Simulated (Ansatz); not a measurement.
**MgS: energy against volume in PBE, exact exchange and the RPA**

An exercise on one series of results from a longer session: the logs are not shown, and one member is left open.

Program: Ansatz 0.2.0. PBE orbitals, norm-conserving pseudopotentials, plane waves. (Simulation; spin polarisation is off.)

## The system as given

The cell was relaxed beforehand with r2SCAN; volume changes: +0 %, -5 %, +5 %, -10 %, +10 %.

The symmetry is Fm-3m (No. 225, cubic); a = 5.203 Å in the conventional setting, 17.61 Å³ an atom. Mg has 6 S at 2.60 Å; S has 6 Mg at 2.60 Å.

Structure file:

```cif
data_structure
_symmetry_space_group_name_H-M 'Fm-3m'
_symmetry_Int_Tables_number 225
_cell_length_a 5.2030
_cell_length_b 5.2030
_cell_length_c 5.2030
_cell_angle_alpha 90.000
_cell_angle_beta 90.000
_cell_angle_gamma 90.000
_cell_volume 140.85
loop_
_atom_site_label
_atom_site_type_symbol
_atom_site_symmetry_multiplicity
_atom_site_Wyckoff_symbol
_atom_site_fract_x
_atom_site_fract_y
_atom_site_fract_z
_atom_site_occupancy
Mg1 Mg 4 a 0.00000 0.00000 0.00000 1
S1 S 4 b 0.50000 0.00000 0.00000 1
```

Set-up of the first run:

Input file input.yaml:

```yaml
crystal:
  lattice:
    - [0.0, 2.6015176528, 2.6015176528]
    - [2.6015176528, 0.0, 2.6015176528]
    - [2.6015176528, 2.6015176528, 0.0]
  atoms:
    - { symbol: Mg, position: [0.0, 0.0, 0.0] }
    - { symbol: S, position: [0.5, 0.5, 0.5] }
kpoints:
  mp_grid: { grid: [4, 4, 4] }
hamiltonian:
  xc: pbe
  pseudopotentials: { kind: nc }
scf:
  occupations: { method: fixed }
output:
  rpa_energy:
    ecut_chi_ladder: [259, 290, 321, 356, 392]
    long_wavelength: optical_limit
basis:
  ecutwfc: 1142.878222
```

Among the steps run: The unscaled cell; Volume -5 %; Volume +5 %; Volume -10 %; Volume +10 %.

One of the session's tables, all rows but one given; the rest of the session is left out.

It belongs to the step «The three curves». Energies in meV/atom from the unscaled cell:

| volume (Å³/atom) | PBE | exact exchange | EXX+RPA | RPA correlation |
| --- | --- | --- | --- | --- |
| 15.846 | 68.9 | 97.1 | 32.2 | -64.9 |
| 16.726 | ? | ? | ? | ? |
| 17.607 | 0.0 | 0.0 | 0.0 | 0.0 |
| 18.487 | 1.8 | -6.1 | 23.3 | 29.4 |
| 19.367 | 20.8 | 8.4 | 55.1 | 46.8 |

**Question.** Estimate the row for volume (Å³/atom) = 16.726.

Worked estimate for «PBE». A straight line through the neighbours (15.846, 68.9) and (17.607, 0.0) gives 68.9 + (0.0 − 68.9) × (16.726 − 15.846) / (17.607 − 15.846) = 34.5; a parabola fitted to 3 rows on both sides gives 22.4.

As computed: PBE: 20.2; exact exchange: 32.0; EXX+RPA: 8.3; RPA correlation: -23.7. In «PBE» the line misses by +14.3 and the parabola by +2.2.

To keep in mind: The curve is too rough to resolve B₀ and B₀′ of EXX+RPA; its minimum, near 17.3 Å³/atom, is a rough guide.
